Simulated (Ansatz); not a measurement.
## HfN, space group F-43m: an equation of state with a fit

Program: the Ansatz DFT code, driven from Python.

The script, `eos.py`:
```python
"""Equation of state of HfN."""

import warnings

import ansatz
import numpy as np
from scipy.optimize import curve_fit

vectors0 = np.array([
    [0.0, 2.45482, 2.45482],
    [2.45482, 0.0, 2.45482],
    [2.45482, 2.45482, 0.0],
])
sites = [
    ("Hf", [0.0, 0.0, 0.0]),
    ("N", [0.75, 0.75, 0.75]),
]


def on_lattice(cell):
    crystal = ansatz.Crystal(lattice=ansatz.Lattice.of(cell))
    for symbol, position in sites:
        crystal = crystal.atom(symbol, position)
    return crystal

def vinet(v, e0, v0, b0, b1):
    eta = (v / v0) ** (1 / 3)
    return e0 + 2 * b0 * v0 / (b1 - 1) ** 2 * (2 - (5 + 3 * b1 * (eta - 1) - 3 * eta) * np.exp(-1.5 * (b1 - 1) * (eta - 1)))

warnings.simplefilter("ignore", ansatz.DeckWarning)

# uniform scaling of the cell
volumes, energies, pressures = [], [], []
for scale in np.linspace(0.92, 1.08, 7):
    cell = vectors0 * scale ** (1 / 3)
    calculation = (
        on_lattice(cell).calculation()
        .functional("lda")
        .pseudopotentials("paw")
        .occupations("methfessel_paxton")
        .basis(500)
        .kpoints(10, 10, 10)
        .stress()
    )
    summary = calculation.run(threads=1, pin="off").report
    volumes.append(abs(np.linalg.det(cell)) / len(sites))
    energies.append(summary["free_energy_ev"] / len(sites))
    pressures.append(np.trace(summary["stress_gpa"]) / 3)
    print(f"V = {volumes[-1]:8.4f} A^3/atom  F = {energies[-1]:.5f} eV/atom  P = {pressures[-1]:8.3f} GPa")

guess = (min(energies), volumes[int(np.argmin(energies))], 0.5, 4.5)
(e0, v0, b0, b1), _ = curve_fit(vinet, np.array(volumes), np.array(energies), p0=guess, maxfev=20000)
print(f"Vinet fit: V0 = {v0:.4f} A^3/atom, B0 = {160.21766 * b0:.1f} GPa, B1 = {b1:.2f}")
print("largest residual", round(1000 * float(np.abs(vinet(np.array(volumes), e0, v0, b0, b1) - energies).max()), 3), "meV/atom")
```

```console
$ python eos.py
V =  13.6096 A^3/atom  F = -7926.93876 eV/atom  P =    7.631 GPa
V =  14.0041 A^3/atom  F = -7926.94913 eV/atom  P =    0.960 GPa
V =  14.3986 A^3/atom  F = -7926.94430 eV/atom  P =   -4.730 GPa
V =  14.7931 A^3/atom  F = -7926.92649 eV/atom  P =   -9.631 GPa
V =  15.1876 A^3/atom  F = -7926.89736 eV/atom  P =  -13.931 GPa
V =  15.5821 A^3/atom  F = -7926.85837 eV/atom  P =  -17.652 GPa
V =  15.9765 A^3/atom  F = -7926.81081 eV/atom  P =  -20.920 GPa
Vinet fit: V0 = 14.0686 A^3/atom, B0 = 212.7 GPa, B1 = 4.01
largest residual 0.053 meV/atom
```

A third-order Birch-Murnaghan fit through the 7 points (the script's own form differs a little) has its minimum at 14.07 Å³ an atom, 4.9 % below the typed cell, with a bulk modulus of 213 GPa and dB/dP = 4.1. From that minimum the energy rises by 10.5 meV an atom on the compressed side and 138.5 meV on the expanded side. The window is off centre, so dB/dP is rough.

Notes:
- Absolute energies stand on the zero of these potentials, so only differences at equal settings mean something.
- Spin is left out of this run.
- For a metal this k-point mesh is coarse: on a finer one energies can move by several to tens of meV an atom and pressures by half a GPa or more, differences at one mesh by less.
- Pressure is positive in compression.
- Spin-orbit coupling, which matters for elements this heavy, is left out.
- At these settings the cell as given stands under about -10 GPa, so it isn't at this functional's equilibrium volume.
- This cell is a computed structure, which may not be the phase found in nature.
- Finished in 19 s on 1 thread of Arm Neoverse V2, on a shared host, peak memory 0.45 GiB.
